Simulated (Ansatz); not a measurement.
## Ru, space group P6_3/mmc: a band structure, step by step

With Ansatz 0.2.0, Python API.

Notebook, run cell by cell (the value of a cell's last expression is shown):

```python
import ansatz as az
from ase import Atoms
import numpy as np
from pymatgen.core import Structure
```

```python
ECUT = 320
MAX_ITERATIONS = 200
KGRID = (12, 12, 7)
XC = "rpbe"
EXTRA_BANDS = 10

atoms = Atoms(
    ["Ru", "Ru"],
    scaled_positions=[
        (1 / 3, 2 / 3, 0.25),
        (2 / 3, 1 / 3, 0.75),
    ],
    cell=[
        (2.7058, 0.0, 0.0),
        (-1.3529, 2.34329, 0.0),
        (0.0, 0.0, 4.2819),
    ],
    pbc=True,
)
structure = az.Crystal.from_ase(atoms)
```

```python
# vertices of the path, as fractions of the reciprocal vectors
path = [
    ("G", (0.0, 0.0, 0.0)),
    ("M", (0.5, 0.0, 0.0)),
    ("K", (0.33333, 0.33333, 0.0)),
    ("G", (0.0, 0.0, 0.0)),
    ("A", (0.0, 0.0, 0.5)),
    ("L", (0.5, 0.0, 0.5)),
    ("H", (0.33333, 0.33333, 0.5)),
    ("A", (0.0, 0.0, 0.5)),
]
model = (
    structure.calculation()
    .basis(ECUT)  # plane waves up to this kinetic energy
    .scf(max_iterations=MAX_ITERATIONS, lower_state_search="off")
    .kpoints(*KGRID)
    .functional(XC)
    .occupations(az.OccupationsMethod.METHFESSEL_PAXTON)
    .accuracy("medium")  # preset for grids and thresholds
    .band_structure([point for _, point in path], intervals=10)
    .scf(extra_bands=EXTRA_BANDS)
)
def show(event):
    row = event["data"]
    if event["event"] == "scf_iter" and row.get("harris_foulkes_ev") is not None:
        print(f"  iteration {row['iter']:3d}  Harris-Foulkes {row['harris_foulkes_ev']:.5f} eV  residual {row['dr2_ev']:.2e}")
```

```python
result = model.session().plan().execute(on_event=show)
data = result.report
```

    DeckWarning: basis.ecutwfc = 320 eV is below the records' recommended 420 eV, and the density's cutoff is lower with it unless basis.ecutrho_ratio is high enough to keep the records' density cutoff: compare with a run at a higher cutoff
      iteration   1  Harris-Foulkes -11771.83787 eV  residual 3.90e-03
      iteration   2  Harris-Foulkes -11771.84022 eV  residual 1.30e-03
      iteration   3  Harris-Foulkes -11771.84161 eV  residual 2.50e-05
      iteration   4  Harris-Foulkes -11771.84161 eV  residual 5.41e-07
      iteration   5  Harris-Foulkes -11771.84161 eV  residual 1.81e-08

```python
data["converged"], data["free_energy_ev"]
```

    (True, -11771.841608368915)

```python
n_atoms = len(data["lattice"]["sites"])
print("F =", round(data["free_energy_ev"], 4), "eV for", n_atoms, "atoms")
print("E(sigma -> 0) =", round(data["energy_sigma0_ev"], 4), "eV, TS =", round(data["entropy_ts_ev"], 5), "eV")
print("closed by", data["closed_by"], "after", data["n_iterations"], "iterations")
```

    F = -11771.8416 eV for 2 atoms
    E(sigma -> 0) = -11771.8416 eV, TS = 4e-05 eV
    closed by deck_thresholds after 5 iterations

```python
final = Structure(result.lattice.cell_ang, [s.symbol for s in result.lattice.sites], [s.position_frac for s in result.lattice.sites])
# count neighbours out to a fixed multiple of the shortest distance
for index, (site, neighbours) in enumerate(zip(final, final.get_all_neighbors(5.5))):
    first = min(n.nn_distance for n in neighbours)
    shell = [n for n in neighbours if n.nn_distance < 1.15 * first]
    mean = sum(n.nn_distance for n in shell) / len(shell)
    print(f"atom {index} {site.specie.symbol}: {len(shell)} neighbours within 1.15 of the shortest distance, mean {mean:.3f} A")
```

    atom 0 Ru: 12 neighbours within 1.15 of the shortest distance, mean 2.678 A
    atom 1 Ru: 12 neighbours within 1.15 of the shortest distance, mean 2.678 A

```python
print(len(data["kpoints_frac"]), "irreducible k-points (fractions, weight)")
for k, weight in list(zip(data["kpoints_frac"], data["kweights"]))[:12]:
    print("  {:8.4f} {:8.4f} {:8.4f}".format(*k), f"{weight:10.6f}")
```

    76 irreducible k-points (fractions, weight)
        0.0000   0.0000   0.0000   0.000992
        0.0000   0.0000   0.1429   0.001984
        0.0000   0.0000   0.2857   0.001984
        0.0000   0.0000   0.4286   0.001984
        0.0000   0.0833   0.0000   0.005952
        0.0000   0.0833   0.1429   0.011905
        0.0000   0.0833   0.2857   0.011905
        0.0000   0.0833   0.4286   0.011905
        0.0000   0.1667   0.0000   0.005952
        0.0000   0.1667   0.1429   0.011905
        0.0000   0.1667   0.2857   0.011905
        0.0000   0.1667   0.4286   0.011905

```python
bands = result.band_structure()
fermi = bands.fermi_energy_ev
print(f"zero of the bands: {fermi:.3f} eV, the Fermi level found on the SCF mesh")
for spin, channel in enumerate(bands.channels):
    levels = channel.eigenvalues_ev - fermi
    crossing = [b for b in range(levels.shape[1]) if levels[:, b].min() < 0 < levels[:, b].max()]
    print(f"channel {spin}: bands that cross the Fermi level on this path:", [b + 1 for b in crossing] or "none")
    shown = crossing or sorted(np.argsort(np.abs(levels).min(axis=0))[:2])
    for k, row in zip(bands.kpoints_frac, levels[:, shown]):
        print(f"{k[0]:7.3f} {k[1]:7.3f} {k[2]:7.3f}  ", " ".join(f"{e:8.3f}" for e in row))
```

    zero of the bands: 23.628 eV, the Fermi level found on the SCF mesh
    channel 0: bands that cross the Fermi level on this path: [15, 16, 17, 18]
      0.000   0.000   0.000     -1.951   -1.420   -1.420    1.167
      0.050   0.000   0.000     -1.882   -1.509   -1.479    0.203
      0.100   0.000   0.000     -1.830   -1.678   -1.635   -0.580
      0.150   0.000   0.000     -1.858   -1.644   -1.346   -1.048
      0.200   0.000   0.000     -1.486   -1.333   -1.222   -0.906
      0.250   0.000   0.000     -1.553   -0.907   -0.667   -0.382
      0.300   0.000   0.000     -1.741   -0.276    0.054    0.188
      0.350   0.000   0.000     -1.894    0.351    0.758    0.967
      0.400   0.000   0.000     -1.773    0.891    1.275    1.840
      0.450   0.000   0.000     -1.603    1.257    1.659    1.867
      0.500   0.000   0.000     -1.547    1.386    1.798    1.875
      0.483   0.033   0.000     -1.544    1.398    1.758    1.864
      0.467   0.067   0.000     -1.534    1.421    1.643    1.820
      0.450   0.100   0.000     -1.517    1.448    1.477    1.757
      0.433   0.133   0.000     -1.487    1.293    1.459    1.682
      0.417   0.167   0.000     -1.442    1.117    1.447    1.604
      0.400   0.200   0.000     -1.378    0.963    1.403    1.532
      0.383   0.233   0.000     -1.295    0.856    1.331    1.475
      0.367   0.267   0.000     -1.205    0.814    1.233    1.437
      0.350   0.300   0.000     -1.135    0.853    1.112    1.416
      0.333   0.333   0.000     -1.108    0.969    0.969    1.408
      0.300   0.300   0.000     -1.215    0.634    1.324    1.430
      0.267   0.267   0.000     -1.482    0.250    1.480    1.524
      0.233   0.233   0.000     -1.819   -0.160    1.310    1.533
      0.200   0.200   0.000     -1.737   -0.570    0.704    1.565
      0.167   0.167   0.000     -1.489   -0.961   -0.129    0.699
      0.133   0.133   0.000     -1.320   -1.278   -0.979   -0.270
      0.100   0.100   0.000     -1.696   -1.641   -1.070   -1.027
      0.067   0.067   0.000     -1.911   -1.807   -1.560   -0.724
      0.033   0.033   0.000     -1.858   -1.527   -1.510    0.066
      0.000   0.000   0.000     -1.951   -1.420   -1.420    1.167
      0.000   0.000   0.050     -1.968   -1.381   -1.381    1.154
      0.000   0.000   0.100     -2.017   -1.264   -1.264    0.909
      0.000   0.000   0.150     -2.094   -1.095   -1.095    0.491
      0.000   0.000   0.200     -2.190   -0.890   -0.890   -0.014
      0.000   0.000   0.250     -2.299   -0.661   -0.661   -0.561
      0.000   0.000   0.300     -2.413   -1.111   -0.419   -0.419
      0.000   0.000   0.350     -2.524   -1.633   -0.174   -0.174
      0.000   0.000   0.400     -2.628   -2.095    0.067    0.067
      0.000   0.000   0.450     -2.719   -2.467    0.296    0.296
      0.000   0.000   0.500     -2.729   -2.729    0.507    0.507
      0.050   0.000   0.500     -2.563   -2.563    0.495    0.495
      0.100   0.000   0.500     -2.512   -2.512    0.465    0.465
      0.150   0.000   0.500     -2.286   -2.286    0.433    0.433
      0.200   0.000   0.500     -1.952   -1.952    0.426    0.426
      0.250   0.000   0.500     -1.612   -1.612    0.494    0.494
      0.300   0.000   0.500     -1.344   -1.344    0.668    0.668
      0.350   0.000   0.500     -0.948   -0.948    0.959    0.959
      0.400   0.000   0.500     -0.226   -0.226    1.284    1.284
      0.450   0.000   0.500      0.258    0.258    1.536    1.536
      0.500   0.000   0.500      0.421    0.421    1.631    1.631
      0.483   0.033   0.500      0.383    0.383    1.581    1.581
      0.467   0.067   0.500      0.260    0.260    1.498    1.498
      0.450   0.100   0.500      0.052    0.052    1.440    1.440
      0.433   0.133   0.500     -0.205   -0.205    1.410    1.410
      0.417   0.167   0.500     -0.475   -0.475    1.385    1.385
      0.400   0.200   0.500     -0.728   -0.728    1.352    1.352
      0.383   0.233   0.500     -0.948   -0.948    1.305    1.305
      0.367   0.267   0.500     -1.109   -1.109    1.253    1.253
      0.350   0.300   0.500     -1.198   -1.198    1.209    1.209
      0.333   0.333   0.500     -1.221   -1.221    1.191    1.191
      0.300   0.300   0.500     -1.221   -1.221    1.287    1.287
      0.267   0.267   0.500     -1.342   -1.342    1.515    1.515
      0.233   0.233   0.500     -1.476   -1.476    1.658    1.658
      0.200   0.200   0.500     -1.463   -1.463    1.523    1.523
      0.167   0.167   0.500     -1.445   -1.445    1.034    1.034
      0.133   0.133   0.500     -1.658   -1.658    0.579    0.579
      0.100   0.100   0.500     -2.070   -2.070    0.441    0.441
      0.067   0.067   0.500     -2.441   -2.441    0.455    0.455
      0.033   0.033   0.500     -2.545   -2.545    0.491    0.491
      0.000   0.000   0.500     -2.729   -2.729    0.507    0.507

Reading the output:
- The settings weren't tested for convergence.
- The cutoff lies under the one recommended for these potentials.
- The mesh is modest for a metal, so energies can be off by several to tens of meV an atom and pressures by half a GPa or more; differences at equal mesh fare better.
- Levels are Kohn-Sham eigenvalues on this mesh, without spin-orbit coupling.
- Warnings are shown shortened and without file and line.
- Run time: 4.7 s on 1 thread of Arm Neoverse N1 (shared host), peak memory 0.36 GiB.
